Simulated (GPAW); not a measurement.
Crystal: HPbNO4.

```
H Pb N O
1.0
     4.19923    0.11117    0.16817
     1.91600    3.89132    0.12568
     1.76085    1.25259    6.37266
H Pb N O
1 1 1 4
Direct
  0.89145 0.68202 0.62796
  0.14426 0.92872 0.88352
  0.25670 0.28861 0.30171
  0.83108 0.65056 0.78405
  0.38694 0.22380 0.11295
  0.31104 0.03576 0.45856
  0.07726 0.60633 0.32275
```

The cell was built by a generator and needn't be a form met in nature.

Base run:

```yaml
Program: GPAW 26.7.0
Functional: PBE
Potentials_or_basis: GPAW PAW data sets (gpaw-data 1.2.1)
Cutoff: 800 eV
Basis: pw
k_mesh: 5 × 5 × 3
Occupations: fermi-dirac, width 0.05 eV
Spin: no spin polarisation
```

Its results: band gap on the k mesh 2.86 eV, indirect (least direct gap 2.87 eV); pressure -0.3 GPa; largest force 0.094 eV/Å.

Q: The run is repeated on the same cell with these changes: k mesh from 5 × 5 × 3 to 7 × 7 × 5. What comes out?

A: Band gap on the k mesh 2.81 eV, indirect (least direct gap 2.83 eV); pressure -0.3 GPa; largest force 0.094 eV/Å.

Caveats: spin-orbit coupling is left out, which as a rule narrows the gap of such compounds by several tenths of an eV; an odd mesh through Γ misses points on the zone boundary, where band edges often lie (some runs).
